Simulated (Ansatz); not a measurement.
# NaY in Ansatz: the effect of functional

The system is NaY.

```xyz
2
Lattice="4.0119 0.0000 0.0000 0.0000 4.0119 0.0000 0.0000 0.0000 4.0119" Properties=species:S:1:pos:R:3 pbc="T T T"
Na    0.0000    0.0000    0.0000
Y     2.0059    2.0059    2.0059
```

The cell was built by a generator and needn't be a form met in nature.

Alike in all runs:

```yaml
Program: Ansatz 0.2.0
Task: band structure
Potentials_or_basis: Ansatz PAW
k_mesh: 7 × 7 × 7
Occupations: fermi-dirac, width 0.05 eV
Spin: no spin polarisation
```

```csv
functional,cutoff,pressure (GPa)
LDA,420 eV (not typed: the program's choice for these potentials),?
PBEsol,420 eV (not typed: the program's choice for these potentials),-0.9
RPBE,420 eV (not typed: the program's choice for these potentials),1.2
revPBE,420 eV (not typed: the program's choice for these potentials),0.9
BLYP,420 eV (not typed: the program's choice for these potentials),0.5
r2SCAN,500 eV (not typed: the program's choice for these potentials),0.3
```

Problem. What does the run with functional LDA give?

Solution. Pressure -2.2 GPa.

Caveats: the PAW data sets come from PBE, with cores solved anew for the run's functional, which leaves a small shift of forces and pressure.

Runs at the PBE level aren't shown here.
